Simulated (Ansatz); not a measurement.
**SiBrF: ionisation energy by level of theory**

One table from this session's results is given with a row withheld; the runs are named, their logs left out.

Computed with Ansatz 0.2.0, Gaussian basis. Level: unrestricted cation, the program's frozen cores in correlated methods.

The runs, in order: UKS PBE-D4/def2-TZVPP; UKS r2SCAN-D4/def2-TZVPP; UKS PBE0-D4/def2-TZVPP; UKS B3LYP-D4/def2-TZVPP; UKS wB97X-V/def2-TZVPP; UKS wB97M-V/def2-TZVPP; UKS B2PLYP/def2-TZVPP; UHF-CCSD(T)/def2-TZVPP; UHF-MP2/def2-QZVPP; extrapolation to the limit; then −ε(HOMO) from the neutral's earlier runs with LDA (SPW92), PBE-D4, revPBE-D4, BLYP-D4, r2SCAN-D4, B97M-V, PBE0-D4, B3LYP-D4, r2SCANh-D4, r2SCAN0-D4, HSE06-D4, BHLYP-D4, CAM-B3LYP-D4, LC-ωPBE, ωB97X-V, ωB97M-V.

### The relaxed structure

An earlier PBE0-D4 in a triple-zeta def2 set relaxation fixed the geometry.

SMILES `F[Si]Br`, 3 atoms, charge 0, spin multiplicity 1.

Atoms are counted from 1 here; the program's logs count them from 0.

Bond lengths: F1–Si2 1.603 Å, Si2–Br3 2.255 Å. Angles: F1–Si2–Br3 100.7°.

Coordinates:

```xyz
3
BrFSi
F     0.3468    1.3107    0.3237
Si   -0.6978    0.2971   -0.3466
Br    0.3400   -1.6726    0.0096
```

The first run:

Contents of in.yaml:

```yaml
crystal:
  periodic: [false, false, false]
  atoms:
    - {symbol: F, position_ang: [0.346845, 1.310735, 0.323729]}
    - {symbol: Si, position_ang: [-0.697849, 0.297052, -0.346606]}
    - {symbol: Br, position_ang: [0.340005, -1.672587, 0.009576]}
basis:
  gaussian: {orbitals: def2-TZVPP}
total_charge: 1
magnetization: {spin_polarized: true, initial_magnetization: 1}
hamiltonian: {xc: pbe, dispersion: d4}
```

Launch:

```
ansatz run in.yaml --threads 4 --pin off --events-out ev --progress --plain --max-ram 10444MiB
```

Among the steps run: Cation, UKS PBE-D4/def2-TZVPP; Cation, UKS r2SCAN-D4/def2-TZVPP; Cation, UKS PBE0-D4/def2-TZVPP; Cation, UKS B3LYP-D4/def2-TZVPP; Cation, UKS wB97X-V/def2-TZVPP; Cation, UKS wB97M-V/def2-TZVPP; Cation, UKS B2PLYP (frozen core)/def2-TZVPP; Cation, UHF-CCSD(T)/def2-TZVPP; Cation, UHF-MP2/def2-QZVPP.

One of the session's tables, all rows but one given; the rest of the session is left out.

Orbital estimates, from the neutral's runs:

```
  functional  −ε(HOMO) (eV)
 LDA (SPW92)           6.87
      PBE-D4           6.72
   revPBE-D4           6.67
     BLYP-D4           6.59
   r2SCAN-D4           6.96
      B97M-V           7.01
     PBE0-D4           7.84
    B3LYP-D4              ?
  r2SCANh-D4           7.37
  r2SCAN0-D4           7.98
    HSE06-D4           7.44
    BHLYP-D4           8.83
CAM-B3LYP-D4           9.10
     LC-ωPBE          10.36
     ωB97X-V          10.04
     ωB97M-V           9.88
```

**Question.** Estimate the row for B3LYP-D4.

Worked estimate for «−ε(HOMO) (eV)». Against the share of exact exchange, BLYP-D4 (0, 6.59), BHLYP-D4 (0.5, 8.83) give a slope of 4.48 per unit share; at 0.2 the line stands at 7.49.

As computed: −ε(HOMO) (eV): 7.64. In «−ε(HOMO) (eV)» the line misses by -0.15.
